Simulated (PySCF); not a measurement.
**SrSn+: from the state search to spectroscopic constants**

An exercise on one series of results from a longer session: the logs are not shown, and one member is left open.

Computed with PySCF 2.14.0. Level: Sr def2-SVP with ECP28, Sn def2-SVP with ECP28, scalar-relativistic core potentials.

The first run:

Settings of the job:

- atoms: Sr, Sn
- charge: 1
- basis: Sr def2-SVP with ECP28, Sn def2-SVP with ECP28
- Hamiltonian: scalar-relativistic core potentials
- basis functions: 49
- electrons treated: 31
- masses in u: 87.9056, 119.9022
- levels: PBE0, PBE, r²SCAN, r²SCANh, B97-3, M06-2X, ωB97X, HF, MP2, SCS-MP2, CCSD, CCSD(T)
- grid: 80 radial by 434 angular points
- occupations: held fixed by the projection of orbital angular momentum
- dissociation limit: Sr+ + Sn, each in its ground configuration
- starting distance in angstrom: 3.160
- values of 2S to try: 1, 3

Run with:

```
OMP_NUM_THREADS=1 python dia.py task.json out
```

Steps of the session up to this table: The job; First curve: PBE0; Other states along the same grid; PBE; r²SCAN; r²SCANh (hybrid meta-GGA); B97-3; M06-2X (hybrid meta-GGA); ωB97X; UHF; Adding correlation.

One table of the session follows, with a row left open; its other results are not shown here.

```
      level  Re (Å)  ωe (cm⁻¹)  De (eV)
        UHF   3.117      151.8     0.51
    UHF-MP2   3.076      156.6     0.87
UHF-SCS-MP2       ?          ?        ?
   UHF-CCSD   3.089      152.7     0.82
UHF-CCSD(T)   3.092      152.1     0.86
        PBE   3.066      150.6     1.41
     r²SCAN   3.051      157.2     1.46
    r²SCANh   3.044      159.3     1.41
       PBE0   3.040      159.0     1.28
      B97-3   3.060      157.5     1.14
     M06-2X   3.038      164.7     1.04
      ωB97X   3.008      172.2     1.11
```

**Question.** Estimate the row for UHF-SCS-MP2.

As computed: Re (Å): 3.079; ωe (cm⁻¹): 156.1; De (eV): 0.72. In the column «Re (Å)» it lies between UHF-MP2 (3.076) and UHF-CCSD (3.089).

De is counted to Sr+ + Sn in their ground configurations.
